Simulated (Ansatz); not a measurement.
# SiHBr (SMILES [SiH]Br): BHLYP/STO-3G

What is the electronic atomisation energy of SiHBr at BHLYP/STO-3G? 

Program for the calculation: Ansatz 0.2.0.

57 further runs of the same task are left out: 11 that didn't finish, 46 set aside as unsound or not needed.

**1. The molecule**

SiHBr: 3 atoms, total charge 0, spin state singlet. As SMILES, `[SiH]Br`. The shape is that of a PBE0-D4/def2-TZVP optimisation.

Bond lengths: Si1–Br2 2.245 Å, Si1–H3 1.527 Å. Angles: Br2–Si1–H3 94.0°.

**2. A single-point energy at BHLYP/STO-3G**

run.yaml

```yaml
crystal:
  periodic: [false, false, false]
  atoms:
    - {symbol: Si, position_ang: [-0.624700, 0.521900, -0.296100]}
    - {symbol: Br, position_ang: [1.340900, 0.401500, 0.781400]}
    - {symbol: H, position_ang: [-0.727100, -0.988300, -0.498600]}
basis:
  gaussian:
    orbitals: STO-3G
hamiltonian:
  xc: {name: BHLYP}
accuracy: high
```

Run with:

```
ansatz run run.yaml --threads 1 --pin off --max-ram 2610MiB --events-out events.jsonl --progress --plain --runs-dir runs
```

Log:

```text
Warning: RAYON_NUM_THREADS=1 ignored (pool sized by the plan → 1); use --threads N
Functional definition: BHLYP
  name "BHLYP"
  parameter a = 0.5
  exchange = (1 - a)*b88_x + a*exact_x
  correlation = lyp_c
394 factors; integrals over basis functions are off by at most 5.6e-8 eV
mean field evaluation 1: about -77083.9881 eV, gradient 1.4e1 eV
mean field evaluation 2: about -77084.5749 eV, gradient 1.0e1 eV
mean field evaluation 4: about -77085.1050 eV, gradient 7.8e-2 eV
mean field evaluation 8: about -77085.1126 eV, gradient 2.3e-4 eV
mean field -77085.11261433 eV, -2832.8256384107 hartree, gradient 9.8e-8 eV, S^2 0.000000; 0 other end points of the search recorded, 0 dependent functions left out
reference -77085.11263130 eV, -2832.8256390343 hartree; 25, 25 occupied and 3, 3 virtual orbitals, 394 factors
Total energy: -77085.11263130 eV, -2832.8256390343 hartree
```

Wall time 1 s (1 thread of Arm Neoverse V1, shared host); peak memory 0.094 GiB.

**3. The Br atom**

input.yaml

```yaml
crystal:
  periodic: [false, false, false]
  atoms:
    - {symbol: Br, position_ang: [0.000000, 0.000000, 0.000000]}
basis:
  gaussian:
    orbitals: STO-3G
accuracy: high
hamiltonian:
  xc: {name: BHLYP}
magnetization:
  spin_polarized: true
  initial_magnetization: 1
```

Run the same way, it converges to -2546.06948 Eh (log not shown).

**4. The H atom**

molecule.yaml

```yaml
crystal:
  periodic: [false, false, false]
  atoms:
    - {symbol: H, position_ang: [0.000000, 0.000000, 0.000000]}
basis:
  gaussian: {orbitals: STO-3G}
magnetization: {spin_polarized: true, initial_magnetization: 1}
hamiltonian: {xc: {name: BHLYP}}
accuracy: high
```

Run with:

```
ansatz run molecule.yaml --threads 1 --pin off --max-ram 2610MiB --events-out events.jsonl --progress --plain --runs-dir runs
```

Log, cut to the lines that bear on the results:

```text
Warning: RAYON_NUM_THREADS=1 ignored (pool sized by the plan → 1); use --threads N
[... 5 set-up lines as earlier in the session ...]
1 factors; integrals over basis functions are off by at most 4.6e-10 eV
mean field evaluation 1: about -12.6441 eV, gradient 0.0e0 eV
mean field evaluation 2: about -12.6441 eV, gradient 0.0e0 eV
mean field -12.64407579 eV, -0.4646612147 hartree, gradient 0.0e0 eV, S^2 0.750000; 0 other end points of the search recorded, 0 dependent functions left out
reference -12.64408485 eV, -0.4646615477 hartree; 1, 0 occupied and 0, 1 virtual orbitals, 1 factors
Total energy: -12.64408485 eV, -0.4646615477 hartree
```

Wall time 0.08 s (1 thread of Arm Neoverse V1, shared host).

**5. The Si atom at the same level**

molecule.yaml

```yaml
crystal:
  periodic: [false, false, false]
  atoms:
    - {symbol: Si, position_ang: [0.000000, 0.000000, 0.000000]}
basis:
  gaussian:
    orbitals: STO-3G
magnetization:
  spin_polarized: true
  initial_magnetization: 2
hamiltonian:
  xc: {name: BHLYP}
accuracy: high
```

Run the same way, it converges to -285.95554 Eh (log not shown).

**6. Results**

Level: BHLYP/STO-3G.

| quantity | value |
| --- | --- |
| molecule: total energy | -2832.82564 Eh |
| Br atom: total energy | -2546.06948 Eh |
| Br atom: ⟨S²⟩ | 0.750 |
| H atom: total energy | -0.46466 Eh |
| H atom: ⟨S²⟩ | 0.750 |
| Si atom: total energy | -285.95554 Eh |
| Si atom: ⟨S²⟩ | 2.000 |
| electronic atomisation energy | 9.142 eV |

What this shows: Taking the molecule apart into free atoms costs 9.14 eV (211 kcal/mol), before zero-point energy and without spin-orbit coupling. In a minimal basis such a difference can be off by several eV, whatever the method.
